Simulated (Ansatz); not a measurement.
Run this with Ansatz's Python interface and show what comes out.

`h4s2sn.xyz`
```text
7

S    -1.53390   -1.02680   -0.84500
Sn    0.03430    0.42780    0.24340
S     1.68360   -0.94570    1.28780
H    -2.24370    0.14020   -1.31250
H     0.80180    1.46570   -0.95580
H    -0.76570    1.42320    1.45350
H     2.08480   -1.55250    0.08300
```

The script, `h4s2sn_pa.py`:
```python
# -*- coding: utf-8 -*-
import ansatz
import numpy as np


def main():
    mol = ansatz.Crystal.molecule_from_extxyz("h4s2sn.xyz")

    calculation = (
        mol.calculation()
        .basis(gaussian="def2-SVP")
        .functional("pbe0")
    )
    symbols = [site.symbol for site in mol.cartesian_sites]
    start = np.array([site.position_ang for site in mol.cartesian_sites], dtype=float)
    data = calculation.relax(force_tolerance=0.01).run().report
    end = np.array(data["positions_ang"])

    away = sum((end[2] - end[j]) / np.linalg.norm(end[2] - end[j]) for j in [1, 6]) + np.array([0.15, 0.1, -0.2])
    proton = end[2] + 1.4 * away / np.linalg.norm(away)
    acid = ansatz.Crystal.molecule()
    for symbol, place in zip(symbols, end):
        acid = acid.atom(symbol, place.tolist())
    acid = acid.atom("H", proton.tolist())
    protonated = (
        acid.calculation()
        .basis(gaussian="def2-SVP")
        .functional("pbe0")
        .charge(1)
        .relax(force_tolerance=0.01, max_steps=80)
    )
    after = protonated.run().report
    xyz = np.array(after["positions_ang"])
    reach = np.linalg.norm(xyz[:-1] - xyz[-1], axis=1)
    print(f"base {data['free_energy_ev']:.5f} eV, protonated {after['free_energy_ev']:.5f} eV")
    print(f"the proton ends {reach.min():.3f} A from {symbols[reach.argmin()]}{reach.argmin()}")
    print(f"electronic proton affinity {(data['free_energy_ev'] - after['free_energy_ev']):.3f} eV")


if __name__ == "__main__":
    main()
```

```console
$ python h4s2sn_pa.py
base -27554.01442 eV, protonated -27562.61484 eV
the proton ends 1.357 A from S2
electronic proton affinity 8.600 eV
```

Total energies depend on the basis set; only differences at equal settings carry meaning. The proton is put on one chosen atom, which needn't be the most basic site, so the molecule's proton affinity can be higher; the ends are stationary points, not checked by frequencies, and zero-point and thermal terms count only where printed. def2 sets replace the cores of elements past krypton by effective core potentials. It ran for 4.1 min on 1 thread of Arm Neoverse V1, with other jobs on the host, peak memory 0.26 GiB.
